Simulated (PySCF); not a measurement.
# C6H7Sb (SbH2Ph): the cost of one run

Programs: PySCF 2.14.0, with density-fitted response routines of our own. Each step states its level of theory. These are calculated values for one molecule in the gas phase, unless marked as measured. Atoms are numbered from 0 throughout.

## 1. Starting geometry

14 atoms, charge 0, multiplicity 1; geometry from: GFN2-xTB. The atoms were then displaced at random by about 0.03 Å, so the start is not that level's minimum.

Bonds of the start (Å): Sb0–H1 1.65, Sb0–H2 1.82, Sb0–C3 2.08, C3–C4 1.42, C3–C8 1.45, C4–C5 1.35, C4–H9 1.06, C5–C6 1.39, C5–H10 1.05, C6–C7 1.37, C6–H11 1.07, C7–C8 1.40, C7–H12 1.11, C8–H13 1.04.

## 2. Optimising the geometry at PBE0-D3(BJ)/def2-SVP

The job: settings as JSON, then the geometry in Å.

```
{"job": {"xc": "PBE0", "basis": "def2-SVP", "d3": "d3bj", "grid": 1, "maxiter": 40, "shake": 0.03, "kind": "geom"}, "charge": 0, "multiplicity": 1}
Sb     1.240410     2.107990     1.614410
H      2.542050     2.118260     0.601830
H      0.454960     3.303890     0.488600
C      0.383070     0.553630     0.529710
C      0.148490     0.560300    -0.870130
C     -0.428190    -0.466040    -1.523030
C     -0.839720    -1.592970    -0.814790
C     -0.699040    -1.610180     0.546790
C     -0.176870    -0.544790     1.292610
H      0.502140     1.439020    -1.353110
H     -0.537880    -0.454760    -2.565540
H     -1.299470    -2.413490    -1.323380
H     -1.181510    -2.456390     1.084970
H     -0.127890    -0.588300     2.334270
```

Started as:

```bash
$ OMP_NUM_THREADS=1 python probes_run.py task.json out
```

One launch serves the whole session: the jobs run in the order shown.

Q: Estimate the wall time and peak memory of this first job on 1 thread of Intel Xeon at 2.70GHz, shared host.

About 2.7 min, with a peak of 0.58 GiB.
